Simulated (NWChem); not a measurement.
**One shape, several levels: SnH4 (SMILES [H][Sn]([H])([H])[H])**

We compute a comparison of 6 runs (HF/STO-3G, HF/3-21G, HF/def2-TZVP, PBE/STO-3G, PBE0/def2-SVP, CCSD/def2-SVPD) of SnH4. 

The results are computed with NWChem 7.3.0.

3 further runs of the same task are left out: 3 set aside as unsound or not needed.

**1. The molecule**

SnH4: 5 atoms, total charge 0, spin state singlet. SMILES: `[H][Sn]([H])([H])[H]`. The shape comes from GFN2-xTB, which is rough for such elements, and wasn't checked as a minimum.

Bond lengths: Sn1–H2 1.639 Å, Sn1–H3 1.638 Å, Sn1–H4 1.639 Å, Sn1–H5 1.638 Å. Angles: H2–Sn1–H3 109.3°, H2–Sn1–H4 109.5°, H2–Sn1–H5 109.5°, H3–Sn1–H4 109.4°, H3–Sn1–H5 109.5°, H4–Sn1–H5 109.5°.

**2. Energy and gradient at HF/STO-3G (run 1)**

Input file job.nw:

```
start job
title "H4Sn gradient"
memory stack 880 mb heap 220 mb global 1100 mb

geometry units angstrom noautosym nocenter noautoz
 Sn      -0.000990      -0.000230      -0.000480
 H        0.011990      -0.018470       1.638220
 H        1.540690       0.010760      -0.554870
 H       -0.779740       1.342080      -0.527140
 H       -0.771950      -1.334140      -0.555740
end

basis spherical bse
 * library STO-3G
end

scf
 thresh 1e-08
 maxiter 80
 noprint "final vectors analysis"
end

task scf gradient
```

Run with:

```bash
$ nwchem job.nw > job.out
```

Output:

```text
[...]
  functions       =    31
[...]
  wavefunction    = RHF
[...]
         Total SCF energy =  -5965.618744822679
      One-electron energy =  -8380.147542958703
      Two-electron energy =   2348.746139146383
 Nuclear repulsion energy =     65.782658989641
        Time for solution =      1.9s
[...]
                         RHF ENERGY GRADIENTS
    atom               coordinates                        gradient
                 x          y          z           x          y          z
   1 Sn     -0.001871  -0.000435  -0.000907   -0.000270  -0.000312  -0.000281
   2 H       0.022658  -0.034903   3.095787    0.000163  -0.000060   0.003232
   3 H       2.911482   0.020333  -1.048552    0.002897   0.000040  -0.000933
   4 H      -1.473495   2.536163  -0.996150   -0.001481   0.002687  -0.001065
   5 H      -1.458774  -2.521159  -1.050196   -0.001308  -0.002355  -0.000952
[...]
```

Wall time 3.6 s (1 thread of Intel Xeon Platinum 8259CL at 2.50GHz (Skylake/Cascade Lake), shared host); peak memory 0.099 GiB.

**3. Energy and gradient at HF/3-21G (run 2)**

Input file h4sn.xyz:

```xyz
5
H4Sn hf
Sn    -0.000990    -0.000230    -0.000480
H      0.011990    -0.018470     1.638220
H      1.540690     0.010760    -0.554870
H     -0.779740     1.342080    -0.527140
H     -0.771950    -1.334140    -0.555740
```

Input file run.py:

```python
from ase.io import read
from ase.calculators.nwchem import NWChem

system = read('h4sn.xyz')

calc = NWChem(
    label='h4sn',
    theory='scf',
    memory='2200 mb',
    basis='3-21G',
    basispar='spherical bse',
    scf={'nopen': '0', 'rhf': None, 'thresh': '1e-08', 'maxiter': '80'},
)
system.calc = calc

forces = system.get_forces()
e = system.get_potential_energy()
print(f"E = {e:.6f} eV")
print("forces (eV/A):")
for s, f in zip(system.symbols, forces):
    print(f"{s:2s} {f[0]:10.5f} {f[1]:10.5f} {f[2]:10.5f}")
print("dipole (e A):", system.get_dipole_moment().round(4))
```

Run with:

```bash
$ export ASE_NWCHEM_COMMAND="nwchem PREFIX.nwi > PREFIX.nwo"
$ python run.py
```

Output:

```text
E = -163228.469726 eV
forces (eV/A):
Sn    0.00638    0.01789    0.01301
H     0.00828   -0.01867    1.76856
H     1.67322    0.01121   -0.60616
H    -0.84296    1.44717   -0.56744
H    -0.84492   -1.45761   -0.60796
dipole (e A): [-0.0017 -0.0005 -0.0009]
```

The calculator wrote h4sn.nwi:

```
title "h4sn"

permanent_dir h4sn

scratch_dir h4sn

start h4sn

geometry units angstrom nocenter noautosym noautoz
  Sn -9.8999999999999999e-04 -2.3000000000000001e-04 -4.8000000000000001e-04
  H  1.1990000000000001e-02 -1.8470000000000000e-02 1.6382200000000000e+00
  H  1.5406899999999999e+00 1.0760000000000000e-02 -5.5486999999999997e-01
  H  -7.7973999999999999e-01 1.3420799999999999e+00 -5.2714000000000005e-01
  H  -7.7195000000000003e-01 -1.3341400000000001e+00 -5.5574000000000001e-01
end

memory 2200 mb

basis spherical bse noprint
   * library 3-21G
end

scf
  nopen 0
  rhf
  thresh 1e-08
  maxiter 80
end

task scf gradient
```

h4sn.nwo:

```text
Northwest Computational Chemistry Package (NWChem) 7.3.0
             --------------------------------------------------------

           Job information
           ---------------

    nwchem branch   = 7.3.0
    use scalapack   = T
    input           = h4sn.nwi
    prefix          = h4sn.
    data base       = h4sn/h4sn.db
    status          = startup
    nproc           =        1

           Memory information
           ------------------

[... 5 lines left out ...]
    hardfail = no
[... 124 lines left out ...]
         Quadratically convergent ROHF
[... 14 lines left out ...]
       Final RHF  results
[... 4 lines left out ...]
      Two-electron energy =   2342.611236445186
[... 46 lines left out ...]
                       ROHF Final Molecular Orbital Analysis
[... 218 lines left out ...]
                 ----------------------------------------
                 |  Time  |  1-e(secs)   |  2-e(secs)   |
                 ----------------------------------------
                 |  CPU   |       0.00   |       0.64   |
                 ----------------------------------------
                 |  WALL  |       0.00   |       0.64   |
                 ----------------------------------------

 Task  times  cpu:        4.5s     wall:        4.5s
 Total times  cpu:        4.5s     wall:        4.5s
```

It took 6.9 s on 1 thread of Intel Xeon Platinum 8259CL at 2.50GHz (Skylake/Cascade Lake), shared host; peak memory 0.099 GiB.

Runs 3 to 5 aren't shown in full; the table further down has their settings and results.

**4. A single-point energy at CCSD/def2-SVPD (core potential) (run 6)**

Input file h4sn.nw:

```
echo
start h4sn
title "H4Sn energy"
memory stack 880 mb heap 220 mb global 1100 mb

geometry units angstroms noautosym nocenter noautoz
  Sn    -0.000990    -0.000230    -0.000480
  H      0.011990    -0.018470     1.638220
  H      1.540690     0.010760    -0.554870
  H     -0.779740     1.342080    -0.527140
  H     -0.771950    -1.334140    -0.555740
end

basis spherical bse
  * library def2-SVPD
end

ecp bse
  Sn library def2-SVPD
end

scf
  thresh 1e-08
  maxiter 80
  noprint "final vectors analysis"
end

ccsd
  freeze core 4
  maxiter 60
end

task ccsd
```

Run with:

```bash
$ nwchem h4sn.nw > h4sn.out
```

Output:

```text
[...]
  functions       =    64
[...]
  wavefunction    = RHF
[...]
         Total SCF energy =   -215.627189988842
      One-electron energy =   -437.236394560515
      Two-electron energy =    192.000280337328
 Nuclear repulsion energy =     29.608924234345
        Time for solution =      6.1s
[...]
 Total MP2 energy:           -215.768514178399727
[...]
             energy      energy      error      ampl     ampl      Block
                                                time     time      time
[...]
 Total CCSD energy:           -215.798202797517973
[...]
```

Run time: 45 s. Hardware: 1 thread of Intel Xeon Platinum 8259CL at 2.50GHz (Skylake/Cascade Lake), shared host; peak memory 0.13 GiB.

**5. The series**

```csv
run,level,core potential,iteration cap,energy (Eh),dipole moment (D),largest force (eV/Å),wall time
1,HF/STO-3G,–,80,-5965.618745,0.01,0.167,3.6 s
2,HF/3-21G,–,80,-5998.535671,0.01,1.791,6.9 s
3,HF/def2-TZVP (core potential),def2-TZVP,80,-215.637977,0.01,1.207,17 s
4,PBE/STO-3G,–,100,-5967.095388,0.01,0.160,9.6 s
5,PBE0/def2-SVP (core potential),def2-SVP,100,-216.647838,0.01,1.191,20 s
6,CCSD/def2-SVPD (core potential),def2-SVPD,80,-215.798203,–,–,45 s
```

**6. Outcome**

| quantity | value |
| --- | --- |
| run 6: total energy | -215.79820 Eh |
| run 6: correlation energy (4 core orbitals frozen) | -171.0 mEh |

In words: Over runs 2, 3, 4, 5 the HOMO–LUMO gap runs from 10.43 eV (PBE0/def2-SVP) to 16.60 eV (HF/3-21G). The two ends differ in method and basis and core potential. Totals of different functionals can't be ranked against each other. Some runs of one species differ in core potentials or relativity; totals across that change don't compare. In runs 1, 4 the basis is minimal, so the values are rough. In runs 1, 2, 4 relativity is left out where basis or elements ask for it. All runs together took 1.7 min, the longest 45 s.
